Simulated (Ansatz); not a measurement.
# AlSi₃H₉: small, medium and large basis sets

The task here is to estimate one member of a computed series from the others.

Computed with Ansatz 0.2.0, Gaussian basis. Level: one geometry, several basis sets.

Levels to be run: PBE0-D4/def2-SVP; ωB97M-V/def2-SVP; PBE0-D4/def2-QZVPP; ωB97M-V/def2-QZVPP; the functionals' def2-TZVPP values are taken from earlier runs.

## Structure used throughout

All runs share one geometry, relaxed beforehand with PBE0-D4 in a triple-zeta def2 set.

SMILES `[SiH3][Al]([SiH3])[SiH3]`, 13 atoms, charge 0, spin multiplicity 1.

Atoms are counted from 1 here; the program's logs count them from 0.

Bond lengths: Si1–Al2 2.459 Å, Si1–H5 1.490 Å, Si1–H6 1.492 Å, Si1–H7 1.492 Å, Al2–Si3 2.460 Å, Al2–Si4 2.458 Å, Si3–H8 1.490 Å, Si3–H9 1.492 Å, Si3–H10 1.493 Å, Si4–H11 1.493 Å, Si4–H12 1.493 Å, Si4–H13 1.490 Å. Angles: Al2–Si1–H5 113.7°, Al2–Si1–H6 110.3°, Al2–Si1–H7 110.3°, H5–Si1–H6 107.6°, H5–Si1–H7 107.6°, H6–Si1–H7 107.0°, Si1–Al2–Si3 117.6°, Si1–Al2–Si4 122.8°, Si3–Al2–Si4 119.6°, Al2–Si3–H8 113.7°, Al2–Si3–H9 110.5°, Al2–Si3–H10 110.3°, H8–Si3–H9 107.6°, H8–Si3–H10 107.5°, H9–Si3–H10 107.0°, Al2–Si4–H11 110.1°, Al2–Si4–H12 110.1°, Al2–Si4–H13 114.0° and more.

As a file:

```
Si   -0.7200    2.0763   -1.1092
Al   -0.0331   -0.0258   -0.0332
Si    1.7054    0.0976    1.7032
Si   -1.0104   -2.2035   -0.6197
H    -1.7710    1.9014   -2.1507
H    -1.2485    3.0299   -0.0900
H     0.4524    2.7350   -1.7565
H     2.0696   -1.2264    2.2818
H     2.9515    0.7064    1.1517
H     1.2538    0.9706    2.8265
H     0.0564   -3.1360   -1.0886
H    -1.6358   -2.8266    0.5839
H    -2.0501   -2.1335   -1.6845
```

Set-up of the first run:

Contents of in.yaml:

```yaml
crystal:
  periodic: [false, false, false]
  atoms:
    - {symbol: Si, position_ang: [-0.719992, 2.076316, -1.109201]}
    - {symbol: Al, position_ang: [-0.033057, -0.025777, -0.033155]}
    - {symbol: Si, position_ang: [1.705417, 0.097625, 1.703220]}
    - {symbol: Si, position_ang: [-1.010434, -2.203548, -0.619669]}
    - {symbol: H, position_ang: [-1.771008, 1.901401, -2.150710]}
    - {symbol: H, position_ang: [-1.248531, 3.029950, -0.090007]}
    - {symbol: H, position_ang: [0.452407, 2.734975, -1.756467]}
    - {symbol: H, position_ang: [2.069589, -1.226384, 2.281841]}
    - {symbol: H, position_ang: [2.951462, 0.706365, 1.151693]}
    - {symbol: H, position_ang: [1.253787, 0.970609, 2.826492]}
    - {symbol: H, position_ang: [0.056433, -3.136022, -1.088636]}
    - {symbol: H, position_ang: [-1.635762, -2.826572, 0.583873]}
    - {symbol: H, position_ang: [-2.050109, -2.133539, -1.684471]}
basis:
  gaussian: {orbitals: def2-SVP}
hamiltonian: {xc: pbe0, dispersion: d4}
output: {orbitals: {seedname: orbitals}}
```

On the command line:

```bash
ansatz run in.yaml --threads 4 --pin off --events-out ev --progress --plain --max-ram 10444MiB
```

Among the steps run: PBE0-D4 in def2-SVP; ωB97M-V in def2-SVP; PBE0-D4 in def2-QZVPP; ωB97M-V in def2-QZVPP.

One of the session's tables, all rows but one given; the rest of the session is left out.

It belongs to the step «Density functionals: the series». 

```
functional       basis  HOMO (eV)  LUMO (eV)
   PBE0-D4    def2-SVP      -7.37      -2.68
   PBE0-D4  def2-TZVPP      -7.30      -2.64
   PBE0-D4  def2-QZVPP      -7.30      -2.64
   ωB97M-V    def2-SVP      -9.25      -0.99
   ωB97M-V  def2-TZVPP          ?          ?
   ωB97M-V  def2-QZVPP      -9.22      -1.02
```

Estimate the missing values for ωB97M-V, def2-TZVPP.

As computed: HOMO (eV): -9.22; LUMO (eV): -0.99.
